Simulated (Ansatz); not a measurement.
# H₄InNSi + HCl: a complex and its separated parts, part 2 of 3

Ansatz 0.2.0, Gaussian basis. The steps go on from the part before.

## Step 7: r2SCAN-D4/def2-TZVPP

The inputs:

parta/in.yaml

```yaml
crystal:
  periodic: [false, false, false]
  atoms:
    - {symbol: In, position_ang: [-1.165614, -0.746055, -1.916695]}
    - {symbol: Si, position_ang: [0.761890, -0.110104, 0.737340]}
    - {symbol: N, position_ang: [0.481373, -1.077203, -0.642176]}
    - {symbol: H, position_ang: [-0.354170, 0.888872, 0.760455]}
    - {symbol: H, position_ang: [2.043666, 0.657469, 0.720335]}
    - {symbol: H, position_ang: [0.728959, -0.842552, 2.039152]}
    - {symbol: H, position_ang: [1.139631, -1.822539, -0.830369]}
basis:
  gaussian: {orbitals: def2-TZVPP}
hamiltonian: {xc: r2scan, dispersion: d4}
```

partb/in.yaml

```yaml
crystal:
  periodic: [false, false, false]
  atoms:
    - {symbol: H, position_ang: [-1.371297, 1.404159, 0.007144]}
    - {symbol: Cl, position_ang: [-2.264435, 1.648053, -0.875184]}
basis:
  gaussian: {orbitals: def2-TZVPP}
hamiltonian: {xc: r2scan, dispersion: d4}
```

The same command starts each run, in its folder.

Launch:

```console
> ansatz run in.yaml --threads 4 --pin off --events-out ev --progress --plain --max-ram 9574MiB
```

Log of parta (excerpt; [...] marks lines left out):

```text
Functional definition: r2SCAN
  name "r2SCAN"
  cite "Furness, Kaplan, Ning, Perdew & Sun, J. Phys. Chem. Lett. 11, 8208 (2020) doi:10.1021/acs.jpclett.0c02405"
  cite "Furness, Kaplan, Ning, Perdew & Sun, J. Phys. Chem. Lett. 11, 9248 (2020) doi:10.1021/acs.jpclett.0c03077"
  parent r2scan
[...]
1067 factors; their error is unknown
[...]
mean field -14609.05174319 eV, -536.8727491914 hartree, gradient 3.6e-5 eV, S^2 0.000000; 0 other end points of the search recorded, 0 dependent functions left out
reference -14609.05175821 eV, -536.8727497432 hartree; 23, 23 occupied and 156, 156 virtual orbitals, 1067 factors
Total energy: -14609.08937703 eV, -536.8741322095 hartree
```

Output in partb (excerpt; [...] marks lines left out):

```text
[... 5 set-up lines as earlier in the session ...]
[...]
353 factors; their error is unknown
[...]
mean field -12538.62224969 eV, -460.7858686926 hartree, gradient 3.1e-5 eV, S^2 0.000000; 0 other end points of the search recorded, 0 dependent functions left out
reference -12538.62225502 eV, -460.7858688884 hartree; 9, 9 occupied and 47, 47 virtual orbitals, 353 factors
Total energy: -12538.62352098 eV, -460.7859154118 hartree
```

Times: 4.2 s (parta), 0.75 s (partb) on 4 threads of Arm Neoverse N1, shared host.

## Step 8: B97M-V/def2-TZVPP

The same edit goes into each in.yaml of step 7 (parta, partb):

```diff
-hamiltonian: {xc: r2scan, dispersion: d4}
+hamiltonian: {xc: {name: B97M-V}}
```

One command serves all of them, each in its own folder.

Launch:

```console
> ansatz run in.yaml --threads 4 --pin off --events-out ev --progress --plain --max-ram 9574MiB
```

Output in parta (excerpt; [...] marks lines left out):

```text
Functional definition: B97M-V
  name "B97M-V"
  cite "Mardirossian & Head-Gordon, J. Chem. Phys. 142, 074111 (2015) doi:10.1063/1.4907719"
  cite "Becke, J. Chem. Phys. 107, 8554 (1997) doi:10.1063/1.475007"
  cite "Vydrov & Van Voorhis, J. Chem. Phys. 133, 244103 (2010) doi:10.1063/1.3521275"
  # Of w^i u^j: cxij and so on, Table III.
[...]
  gx(w, u) = cx00 + cx01*u + cx02*u^2 + (cx10 + cx11*u)*w
[...]
  gos(w, u) = cos00 + cos01*u + cos03*u^3 + cos10*w + cos32*w^3*u^2
[...]
      + integral(e_c_pw_mod_opposite_spin*gos(b97_w_opposite, b97_u_opposite)) + vv10(b, c)
1067 factors; their error is unknown
[...]
mean field -14606.54560816 eV, -536.7806504277 hartree, gradient 6.9e-5 eV, S^2 0.000000; 0 other end points of the search recorded, 0 dependent functions left out
reference -14606.54568022 eV, -536.7806530759 hartree; 23, 23 occupied and 156, 156 virtual orbitals, 1067 factors
Total energy: -14606.54568022 eV, -536.7806530759 hartree
```

partb printed (excerpt; [...] marks lines left out):

```text
[... 5 set-up lines as earlier in the session ...]
  # Of w^i u^j: cxij and so on, Table III.
[...]
  gx(w, u) = cx00 + cx01*u + cx02*u^2 + (cx10 + cx11*u)*w
[...]
  gos(w, u) = cos00 + cos01*u + cos03*u^3 + cos10*w + cos32*w^3*u^2
[...]
      + integral(e_c_pw_mod_opposite_spin*gos(b97_w_opposite, b97_u_opposite)) + vv10(b, c)
353 factors; their error is unknown
[...]
mean field -12536.22646750 eV, -460.6978253213 hartree, gradient 1.2e-5 eV, S^2 0.000000; 0 other end points of the search recorded, 0 dependent functions left out
reference -12536.22649563 eV, -460.6978263549 hartree; 9, 9 occupied and 47, 47 virtual orbitals, 353 factors
Total energy: -12536.22649563 eV, -460.6978263549 hartree
```

They took 8.5 s (parta), 0.65 s (partb) on 4 threads of Arm Neoverse N1, shared host.

## Step 9: PBE0-D4/def2-TZVPP

Each input of step 8 (parta, partb) changes in the same lines:

```diff
-hamiltonian: {xc: {name: B97M-V}}
+hamiltonian: {xc: pbe0, dispersion: d4}
+output: {orbitals: {seedname: orbitals}}
```

The same command starts each run, in its folder.

Launch:

```console
> ansatz run in.yaml --threads 4 --pin off --events-out ev --progress --plain --max-ram 9574MiB
```

Log of parta (excerpt; [...] marks lines left out):

```text
[... 5 set-up lines as earlier in the session ...]
[...]
1163 factors; their error is unknown
[...]
mean field -14603.55603605 eV, -536.6707856790 hartree, gradient 3.2e-5 eV, S^2 0.000000; 0 other end points of the search recorded, 0 dependent functions left out
reference -14603.55607058 eV, -536.6707869482 hartree; 23, 23 occupied and 156, 156 virtual orbitals, 1163 factors
Total energy: -14603.70300512 eV, -536.6761866927 hartree
```

partb printed (excerpt; [...] marks lines left out):

```text
[... 5 set-up lines as earlier in the session ...]
[...]
384 factors; their error is unknown
[...]
mean field -12535.34597325 eV, -460.6654677542 hartree, gradient 3.7e-5 eV, S^2 0.000000; 0 other end points of the search recorded, 0 dependent functions left out
reference -12535.34598889 eV, -460.6654683292 hartree; 9, 9 occupied and 47, 47 virtual orbitals, 384 factors
Total energy: -12535.35056686 eV, -460.6656365662 hartree
```

Times: 2.6 s (parta), 0.25 s (partb) on 4 threads of Arm Neoverse N1, shared host.

## Step 10: B3LYP-D4/def2-TZVPP

Each input of step 9 (parta, partb) changes in the same lines:

```diff
-hamiltonian: {xc: pbe0, dispersion: d4}
-output: {orbitals: {seedname: orbitals}}
+hamiltonian: {xc: {name: B3LYP}, dispersion: d4}
```

One command serves all of them, each in its own folder.

Launch:

```console
> ansatz run in.yaml --threads 4 --pin off --events-out ev --progress --plain --max-ram 9574MiB
```

Output in parta (excerpt; [...] marks lines left out):

```text
Functional definition: B3LYP
  name "B3LYP"
  cite "Stephens, Devlin, Chabalowski & Frisch, J. Phys. Chem. 98, 11623 (1994) doi:10.1021/j100096a001"
[... 2 set-up lines as earlier in the session ...]
  cite "Vosko, Wilk & Nusair, Can. J. Phys. 58, 1200 (1980) doi:10.1139/p80-159"
[...]
1147 factors; their error is unknown
[...]
mean field -14611.42555593 eV, -536.9599852004 hartree, gradient 2.7e-5 eV, S^2 0.000000; 0 other end points of the search recorded, 0 dependent functions left out
reference -14611.42581170 eV, -536.9599945997 hartree; 23, 23 occupied and 156, 156 virtual orbitals, 1147 factors
Total energy: -14611.71217191 eV, -536.9705181435 hartree
```

Output in partb (excerpt; [...] marks lines left out):

```text
[... 6 set-up lines as earlier in the session ...]
[...]
372 factors; their error is unknown
[...]
mean field -12539.99363682 eV, -460.8362662402 hartree, gradient 4.5e-5 eV, S^2 0.000000; 0 other end points of the search recorded, 0 dependent functions left out
reference -12539.99378888 eV, -460.8362718282 hartree; 9, 9 occupied and 47, 47 virtual orbitals, 372 factors
Total energy: -12540.00297561 eV, -460.8366094343 hartree
```

They took 2.4 s (parta), 0.25 s (partb) on 4 threads of Arm Neoverse N1, shared host.

## Step 11: r2SCAN0-D4/def2-TZVPP

Each input of step 10 (parta, partb) changes in the same lines:

```diff
-hamiltonian: {xc: {name: B3LYP}, dispersion: d4}
+hamiltonian: {xc: {name: r2SCAN0}, dispersion: d4}
```

One command serves all of them, each in its own folder.

Launch:

```console
> ansatz run in.yaml --threads 4 --pin off --events-out ev --progress --plain --max-ram 9574MiB
```

Output in parta (excerpt; [...] marks lines left out):

```text
Functional definition: r2SCAN0
  name "r2SCAN0"
  cite "Bursch, Neugebauer, Ehlert & Grimme, J. Chem. Phys. 156, 134105 (2022) doi:10.1063/5.0086040"
[... 3 set-up lines as earlier in the session ...]
[...]
1163 factors; their error is unknown
[...]
mean field -14607.78616517 eV, -536.8262400568 hartree, gradient 1.9e-5 eV, S^2 0.000000; 0 other end points of the search recorded, 0 dependent functions left out
reference -14607.78617690 eV, -536.8262404879 hartree; 23, 23 occupied and 156, 156 virtual orbitals, 1163 factors
Total energy: -14607.83266975 eV, -536.8279490687 hartree
```

partb printed (excerpt; [...] marks lines left out):

```text
[... 6 set-up lines as earlier in the session ...]
[...]
384 factors; their error is unknown
[...]
mean field -12538.53745660 eV, -460.7827526042 hartree, gradient 4.6e-6 eV, S^2 0.000000; 0 other end points of the search recorded, 0 dependent functions left out
reference -12538.53746086 eV, -460.7827527605 hartree; 9, 9 occupied and 47, 47 virtual orbitals, 384 factors
Total energy: -12538.53891440 eV, -460.7828061772 hartree
```

Times: 4.4 s (parta), 0.75 s (partb) on 4 threads of Arm Neoverse N1, shared host.

## Step 12: BHLYP-D4/def2-TZVPP

Each input of step 11 (parta, partb) changes in the same lines:

```diff
-hamiltonian: {xc: {name: r2SCAN0}, dispersion: d4}
+hamiltonian: {xc: {name: BHLYP}, dispersion: d4}
```

One command serves all of them, each in its own folder.

Launch:

```console
> ansatz run in.yaml --threads 4 --pin off --events-out ev --progress --plain --max-ram 9574MiB
```

Log of parta (excerpt; [...] marks lines left out):

```text
Functional definition: BHLYP
  name "BHLYP"
  cite "Becke, J. Chem. Phys. 98, 1372 (1993) doi:10.1063/1.464304"
[... 2 set-up lines as earlier in the session ...]
[...]
1240 factors; their error is unknown
[...]
mean field -14605.79282641 eV, -536.7529862087 hartree, gradient 2.8e-5 eV, S^2 0.000000; 0 other end points of the search recorded, 0 dependent functions left out
reference -14605.79299740 eV, -536.7529924924 hartree; 23, 23 occupied and 156, 156 virtual orbitals, 1240 factors
Total energy: -14606.04949638 eV, -536.7624186560 hartree
```

Log of partb (excerpt; [...] marks lines left out):

```text
[... 5 set-up lines as earlier in the session ...]
[...]
403 factors; their error is unknown
[...]
mean field -12539.47113052 eV, -460.8170644878 hartree, gradient 2.7e-5 eV, S^2 0.000000; 0 other end points of the search recorded, 0 dependent functions left out
reference -12539.47123402 eV, -460.8170682914 hartree; 9, 9 occupied and 47, 47 virtual orbitals, 403 factors
Total energy: -12539.47728051 eV, -460.8172904956 hartree
```

They took 2.4 s (parta), 0.25 s (partb) on 4 threads of Arm Neoverse N1, shared host.

## Step 13: CAM-B3LYP-D4/def2-TZVPP

Each input of step 12 (parta, partb) changes in the same lines:

```diff
-hamiltonian: {xc: {name: BHLYP}, dispersion: d4}
+hamiltonian: {xc: {name: CAM-B3LYP}, dispersion: d4}
```

Each run has its own folder and the same command.

Launch:

```console
> ansatz run in.yaml --threads 4 --pin off --events-out ev --progress --plain --max-ram 9574MiB
```

Log of parta (excerpt; [...] marks lines left out):

```text
Functional definition: CAM-B3LYP
  name "CAM-B3LYP"
  cite "Yanai, Tew & Handy, Chem. Phys. Lett. 393, 51 (2004) doi:10.1016/j.cplett.2004.06.011"
  cite "Iikura, Tsuneda, Yanai & Hirao, J. Chem. Phys. 115, 3540 (2001) doi:10.1063/1.1383587"
[... 2 set-up lines as earlier in the session ...]
[...]
  # Exact exchange under (alpha + beta erf(omega r))/r, Becke's under what is left of 1/r.
[...]
1147 factors; their error is unknown
306 factors; integrals over basis functions are off by at most 2.2e-5 eV
[...]
mean field -14607.68754314 eV, -536.8226157642 hartree, gradient 1.9e-5 eV, S^2 0.000000; 0 other end points of the search recorded, 0 dependent functions left out
reference -14607.68766743 eV, -536.8226203319 hartree; 23, 23 occupied and 156, 156 virtual orbitals, 1147 factors
Total energy: -14607.84003817 eV, -536.8282198532 hartree
```

Output in partb (excerpt; [...] marks lines left out):

```text
[... 6 set-up lines as earlier in the session ...]
[...]
  # Exact exchange under (alpha + beta erf(omega r))/r, Becke's under what is left of 1/r.
[...]
372 factors; their error is unknown
66 factors; integrals over basis functions are off by at most 7.5e-5 eV
[...]
mean field -12539.88293570 eV, -460.8321980489 hartree, gradient 2.6e-5 eV, S^2 0.000000; 0 other end points of the search recorded, 0 dependent functions left out
reference -12539.88300997 eV, -460.8322007785 hartree; 9, 9 occupied and 47, 47 virtual orbitals, 372 factors
Total energy: -12539.88749166 eV, -460.8323654775 hartree
```

They took 2.8 s (parta), 0.35 s (partb) on 4 threads of Arm Neoverse N1, shared host.

## Step 14: wB97X-V/def2-TZVPP

The same edit goes into each in.yaml of step 13 (parta, partb):

```diff
-hamiltonian: {xc: {name: CAM-B3LYP}, dispersion: d4}
+hamiltonian: {xc: {name: wB97X-V}}
```

One command serves all of them, each in its own folder.

Launch:

```console
> ansatz run in.yaml --threads 4 --pin off --events-out ev --progress --plain --max-ram 9574MiB
```

Log of parta (excerpt; [...] marks lines left out):

```text
Functional definition: wB97X-V
  name "wB97X-V"
  cite "Mardirossian & Head-Gordon, Phys. Chem. Chem. Phys. 16, 9904 (2014) doi:10.1039/C3CP54374A"
[... 2 set-up lines as earlier in the session ...]
[...]
      + integral(e_c_pw_opposite_spin*poly(b97_u_opposite, cos0, cos1)) + vv10(b, c)
1134 factors; their error is unknown
253 factors; integrals over basis functions are off by at most 2.9e-5 eV
[...]
mean field -14606.34204391 eV, -536.7731695794 hartree, gradient 3.0e-5 eV, S^2 0.000000; 0 other end points of the search recorded, 0 dependent functions left out
reference -14606.34204160 eV, -536.7731694947 hartree; 23, 23 occupied and 156, 156 virtual orbitals, 1134 factors
Total energy: -14606.34204160 eV, -536.7731694947 hartree
```

Output in partb (excerpt; [...] marks lines left out):

```text
[... 5 set-up lines as earlier in the session ...]
[...]
      + integral(e_c_pw_opposite_spin*poly(b97_u_opposite, cos0, cos1)) + vv10(b, c)
369 factors; their error is unknown
61 factors; integrals over basis functions are off by at most 9.0e-5 eV
[...]
mean field -12537.61272077 eV, -460.7487691890 hartree, gradient 5.6e-5 eV, S^2 0.000000; 0 other end points of the search recorded, 0 dependent functions left out
reference -12537.61271982 eV, -460.7487691541 hartree; 9, 9 occupied and 47, 47 virtual orbitals, 369 factors
Total energy: -12537.61271982 eV, -460.7487691541 hartree
```

Wall times: 7.5 s (parta), 0.6 s (partb) on 4 threads of Arm Neoverse N1, shared host.

## Step 15: wB97M-V/def2-TZVPP

Each input of step 14 (parta, partb) changes in the same lines:

```diff
-hamiltonian: {xc: {name: wB97X-V}}
+hamiltonian: {xc: {name: wB97M-V}}
```

Each run has its own folder and the same command.

Launch:

```console
> ansatz run in.yaml --threads 4 --pin off --events-out ev --progress --plain --max-ram 9574MiB
```

Output in parta (excerpt; [...] marks lines left out):

```text
Functional definition: wB97M-V
  name "wB97M-V"
  cite "Mardirossian & Head-Gordon, J. Chem. Phys. 144, 214110 (2016) doi:10.1063/1.4952647"
[... 2 set-up lines as earlier in the session ...]
  # Of w^i u^j: cxij and so on, Table III.
[...]
  gx(w, u) = 1 - cx + cx01*u + cx10*w
[...]
      + integral(e_c_pw_mod_opposite_spin*gos(b97_w_opposite, b97_u_opposite)) + vv10(b, c)
1106 factors; their error is unknown
253 factors; integrals over basis functions are off by at most 2.9e-5 eV
[...]
mean field -14605.97814182 eV, -536.7597964245 hartree, gradient 2.8e-5 eV, S^2 0.000000; 0 other end points of the search recorded, 0 dependent functions left out
reference -14605.97819899 eV, -536.7597985253 hartree; 23, 23 occupied and 156, 156 virtual orbitals, 1106 factors
Total energy: -14605.97819899 eV, -536.7597985253 hartree
```

partb printed (excerpt; [...] marks lines left out):

```text
[... 5 set-up lines as earlier in the session ...]
  # Of w^i u^j: cxij and so on, Table III.
[...]
  gx(w, u) = 1 - cx + cx01*u + cx10*w
[...]
      + integral(e_c_pw_mod_opposite_spin*gos(b97_w_opposite, b97_u_opposite)) + vv10(b, c)
369 factors; their error is unknown
61 factors; integrals over basis functions are off by at most 9.0e-5 eV
[...]
mean field -12538.73838497 eV, -460.7901365856 hartree, gradient 5.6e-5 eV, S^2 0.000000; 0 other end points of the search recorded, 0 dependent functions left out
reference -12538.73840802 eV, -460.7901374325 hartree; 9, 9 occupied and 47, 47 virtual orbitals, 369 factors
Total energy: -12538.73840802 eV, -460.7901374325 hartree
```

Times: 8.5 s (parta), 0.65 s (partb) on 4 threads of Arm Neoverse N1, shared host.

(Part 2 of 3 ends here.)
